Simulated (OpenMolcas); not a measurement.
# Ni⁴⁺ among point charges: CASSCF and CASPT2 levels and susceptibility

Aim: the splitting of the states of Ni⁴⁺ in the field of 6 point charges, its lowest levels with spin-orbit coupling and its magnetic susceptibility.

The numbers are computed with OpenMolcas 26.06 (state-averaged CASSCF and CASPT2, spin-orbit coupling by RASSI with atomic mean-field integrals), except any that are marked as measured or tabulated.

### Step 1. The system

| Property | Result |
| --- | --- |
| Species | Ni⁴⁺ (nickel, Z = 28, 24 electrons) |
| Basis | ANO-RCC-VTZP [6s5p3d2f1g], 59 functions |
| Scalar Hamiltonian | DKH2, point nucleus |
| Inactive shells | 1s 2s 2p 3s 3p |
| Active space | 6 electrons in 5 orbitals (3d) |
| Some configurations of this space | 3d⁶ |
| Orbitals | optimised for each spin and parity, averaged over all roots |

Outer shells as boxes (Hund's rule):

3d6
```
3d [↑↓][↑ ][↑ ][↑ ][↑ ]
```

The ion sits among 6 point charges of -2 e arranged as a tetragonal octahedron (D4h), 1.99 Å from the ion, with the axial distance 1.950 Å.

Each step is its own input file, run in one work folder so that later steps find the files of earlier ones. Labels, J, g values, rates, χT and fits are worked out afterwards by a script from the matrices that RASSI stores. The input lists half of the charges; inversion (Group=XYZ) makes the rest.

### Step 2. Basis and integrals

The input, a.inp:

```
&GATEWAY
Coord
1

Ni 0.0 0.0 0.0
Basis=ANO-RCC-VTZP
Group=XYZ
NoMove
AngMom=0.0 0.0 0.0
AMFI
XField
3 Angstrom 0
1.990000 0.000000 0.000000 -2.000000
0.000000 1.990000 0.000000 -2.000000
0.000000 0.000000 1.950200 -2.000000
&SEWARD
```

### Step 3. CASSCF: quintets of even parity, 5 roots

The input, a.inp:

```
&RASSCF
FileOrb=start.orb
Symmetry=1
Spin=5
nActEl=6 0 0
Inactive=3 6
Ras2=5 0
CIRoot=5 5 1
SDav=5
CIMx=300
Iter=120 100
PrWF=0.3
OrbListing=Nothing
MaxOrb=0
>>> COPY $Project.JobIph JOB001
```

start.orb holds the contracted functions of the basis, ordered by shell, or the orbitals of the step before.

### Step 4. Reference wave functions, triplets of even parity, 45 roots

The input, a.inp:

```
&RASSCF
FileOrb=start.orb
Symmetry=1
Spin=3
nActEl=6 0 0
Inactive=3 6
Ras2=5 0
CIRoot=45 45 1
SDav=45
CIMx=300
Iter=120 100
PrWF=0.3
OrbListing=Nothing
MaxOrb=0
>>> COPY $Project.JobIph JOB002
```

### Step 5. Reference wave functions, singlets of even parity, 50 roots

The input, a.inp:

```
&RASSCF
FileOrb=start.orb
Symmetry=1
Spin=1
nActEl=6 0 0
Inactive=3 6
Ras2=5 0
CIRoot=50 50 1
SDav=50
CIMx=300
Iter=120 100
PrWF=0.3
OrbListing=Nothing
MaxOrb=0
>>> COPY $Project.JobIph JOB003
```

### Step 6. State interaction with spin-orbit coupling

The input, a.inp:

```
&RASSI
NrOfJobIphs=3 5 45 50
1 2 3 4 5
1 2 3 4 5 6 7 8 9 10 11 12 13 14 15 16 17 18 19 20 21 22 23 24 25 26 27
28 29 30 31 32 33 34 35 36 37 38 39 40 41 42 43 44 45
1 2 3 4 5 6 7 8 9 10 11 12 13 14 15 16 17 18 19 20 21 22 23 24 25 26 27
28 29 30 31 32 33 34 35 36 37 38 39 40 41 42 43 44 45 46 47 48 49 50
IphNames
JOB001
JOB002
JOB003
EJob
SpinOrbit
DIPRint=1.0
SOCoupling=1000.0
Subsets=2
Property=9
'ANGMOM' 1 'ANGMOM' 2 'ANGMOM' 3 'MLTPL  1' 1 'MLTPL  1' 2 'MLTPL  1' 3
'AMFI' 1 'AMFI' 2 'AMFI' 3
SOProperty=3
'ANGMOM' 1 'ANGMOM' 2 'ANGMOM' 3
```

### Step 7. CASPT2: IPEA 0.25, imaginary shift 0.1 (closed shells correlated: 3s 3p)

The input, a.inp:

```
>>> COPY JOB001 $Project.JobIph
&CASPT2
Multistate=5 1 2 3 4 5
NoMult
Frozen=2 3
IPEA=0.25
Imaginary=0.1
MaxIter=60
WThr=0.0 0.3 0.05
PrWF=0.5
NoMix
>>> COPY JOB002 $Project.JobIph
&CASPT2
Multistate=45 1 2 3 4 5 6 7 8 9 10 11 12 13 14 15 16 17 18 19 20 21 22
23 24 25 26 27 28 29 30 31 32 33 34 35 36 37 38 39 40 41 42 43 44 45
NoMult
Frozen=2 3
IPEA=0.25
Imaginary=0.1
MaxIter=60
WThr=0.0 0.3 0.05
PrWF=0.5
NoMix
>>> COPY JOB003 $Project.JobIph
&CASPT2
Multistate=50 1 2 3 4 5 6 7 8 9 10 11 12 13 14 15 16 17 18 19 20 21 22
23 24 25 26 27 28 29 30 31 32 33 34 35 36 37 38 39 40 41 42 43 44 45 46
47 48 49 50
NoMult
Frozen=2 3
IPEA=0.25
Imaginary=0.1
MaxIter=60
WThr=0.0 0.3 0.05
PrWF=0.5
NoMix
```

(Steps that only read results are left out.)

**Question.** What will these runs give? Wanted: spin-free ground state; first state of the same spin within the active space; lowest level; next level.

**Answer**, as computed:

| quantity | value |
| --- | --- |
| method | SS-CASPT2, IPEA 0.25, imaginary shift 0.1 (closed shells correlated: 3s 3p) |
| spin-free ground state | 5B2, 1-fold in its orbital part |
| first state of the same spin within the active space | 5E at 239 cm⁻¹ |
| lowest level | 2-fold E, g = 0.00, 0.00, 6.95 |
| next level | 6.3 cm⁻¹ |
| χT at 300 K | 4.85 cm³ K/mol |
| effective moment at 300 K | 6.23 μB |

Cost by method:

```
                                              method  time of its own steps  time with the reference
                                           A. CASSCF                   24 s                     24 s
B. SS-CASPT2, IPEA 0.25, imaginary shift 0.1, +3s 3p                   10 s                     34 s
```

Times are of one thread on a shared host.

What this shows: The spin-free ground state (5B2) comes to 100 % from free-ion D terms and keeps the highest spin of the shell. χT at 300 K is 4.85, against 3.01 cm³ K/mol for the spin alone, so orbital moment adds to it. An active space of the d shell alone favours high spin; real ions in strong fields can be low spin. The field of point charges can differ much from that of real complexes. With metal d orbitals alone active, the gaps between spin states are rough; where two lie within a few thousand cm-1, their order is open. Point charges carry no covalency, so the field is a model and not that of real ligands.
